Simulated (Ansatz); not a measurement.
**C₄H₈ClNOZr: basis-set convergence**

One table from this session's results is given with a row withheld; the runs are named, their logs left out.

The runs use Ansatz 0.2.0, Gaussian basis; one geometry, several basis sets.

The runs, in order: PBE0-D4/def2-SVP; ωB97M-V/def2-SVP; PBE0-D4/def2-QZVPP; ωB97M-V/def2-QZVPP; the functionals' def2-TZVPP values are taken from earlier runs.

1 further run of the same task is left out (it didn't finish).

## The relaxed structure

An earlier PBE0-D4 in a triple-zeta def2 set relaxation fixed the geometry. Zr takes the def2 core potential; no spin-orbit term is included.

16 atoms, charge 0, spin multiplicity 1.

Atoms are counted from 1 here; the program's logs count them from 0.

Bond lengths: C1–C2 1.216 Å, C1–H9 1.067 Å, C2–Zr3 2.203 Å, Zr3–O4 1.906 Å, Zr3–Cl5 2.378 Å, Zr3–N6 1.994 Å, O4–H10 0.954 Å, N6–C7 1.439 Å, N6–C8 1.447 Å, C7–H11 1.091 Å, C7–H12 1.098 Å, C7–H13 1.098 Å, C8–H14 1.098 Å, C8–H15 1.098 Å, C8–H16 1.097 Å. Angles: C2–C1–H9 179.9°, C1–C2–Zr3 178.1°, C2–Zr3–O4 110.9°, C2–Zr3–Cl5 109.6°, C2–Zr3–N6 104.3°, O4–Zr3–Cl5 115.0°, O4–Zr3–N6 107.3°, Cl5–Zr3–N6 109.2°, Zr3–O4–H10 162.2°, Zr3–N6–C7 133.0°, Zr3–N6–C8 113.0°, C7–N6–C8 114.0°, N6–C7–H11 110.4°, N6–C7–H12 111.1°, N6–C7–H13 111.3°, H11–C7–H12 108.1°, H11–C7–H13 108.2°, H12–C7–H13 107.6° and more.

Coordinates:

```
atom    x (Å)    y (Å)    z (Å)
  C1  -2.3312  -2.6910   0.3081
  C2  -1.7916  -1.7060  -0.1582
 Zr3  -0.8788   0.1053  -1.0178
  O4  -0.1268  -0.2603  -2.7302
 Cl5  -2.4493   1.8900  -0.9722
  N6   0.6307   0.5288   0.2137
  C7   2.0574   0.5889   0.0332
  C8   0.1933   0.8518   1.5546
  H9  -2.8056  -3.5551   0.7165
 H10  -0.0259  -0.3786  -3.6711
 H11   2.3221   0.3362  -0.9949
 H12   2.5705  -0.1158   0.7011
 H13   2.4448   1.5937   0.2502
 H14   0.4784   1.8733   1.8373
 H15  -0.8998   0.7856   1.6397
 H16   0.6119   0.1532   2.2898
```

The first run:

in.yaml

```yaml
crystal:
  periodic: [false, false, false]
  atoms:
    - {symbol: C, position_ang: [-2.331173, -2.690955, 0.308082]}
    - {symbol: C, position_ang: [-1.791590, -1.706002, -0.158216]}
    - {symbol: Zr, position_ang: [-0.878833, 0.105310, -1.017751]}
    - {symbol: O, position_ang: [-0.126761, -0.260281, -2.730199]}
    - {symbol: Cl, position_ang: [-2.449345, 1.889965, -0.972187]}
    - {symbol: N, position_ang: [0.630690, 0.528766, 0.213733]}
    - {symbol: C, position_ang: [2.057383, 0.588942, 0.033248]}
    - {symbol: C, position_ang: [0.193250, 0.851797, 1.554568]}
    - {symbol: H, position_ang: [-2.805581, -3.555050, 0.716543]}
    - {symbol: H, position_ang: [-0.025858, -0.378650, -3.671086]}
    - {symbol: H, position_ang: [2.322097, 0.336211, -0.994863]}
    - {symbol: H, position_ang: [2.570506, -0.115827, 0.701110]}
    - {symbol: H, position_ang: [2.444795, 1.593669, 0.250250]}
    - {symbol: H, position_ang: [0.478379, 1.873335, 1.837300]}
    - {symbol: H, position_ang: [-0.899845, 0.785575, 1.639671]}
    - {symbol: H, position_ang: [0.611885, 0.153217, 2.289808]}
basis:
  gaussian: {orbitals: def2-SVP}
hamiltonian: {xc: pbe0, dispersion: d4}
output: {orbitals: {seedname: orbitals}}
```

Launch:

```sh
$ ansatz run in.yaml --threads 2 --pin off --events-out ev --progress --plain --max-ram 22528MiB --backend cpu
```

Among the steps run: PBE0-D4 in def2-SVP; ωB97M-V in def2-SVP; PBE0-D4 in def2-QZVPP; ωB97M-V in def2-QZVPP.

One of the session's tables, all rows but one given; the rest of the session is left out.

It belongs to the step «Density functionals: the series». 

```
functional       basis  HOMO (eV)
   PBE0-D4    def2-SVP      -6.81
   PBE0-D4  def2-TZVPP      -6.88
   PBE0-D4  def2-QZVPP      -6.90
   ωB97M-V    def2-SVP      -9.02
   ωB97M-V  def2-TZVPP          ?
   ωB97M-V  def2-QZVPP      -9.12
```

Estimate the missing values for ωB97M-V, def2-TZVPP.

As computed: HOMO (eV): -9.10. In the column «HOMO (eV)» it lies between ωB97M-V, def2-QZVPP (-9.12) and ωB97M-V, def2-SVP (-9.02).
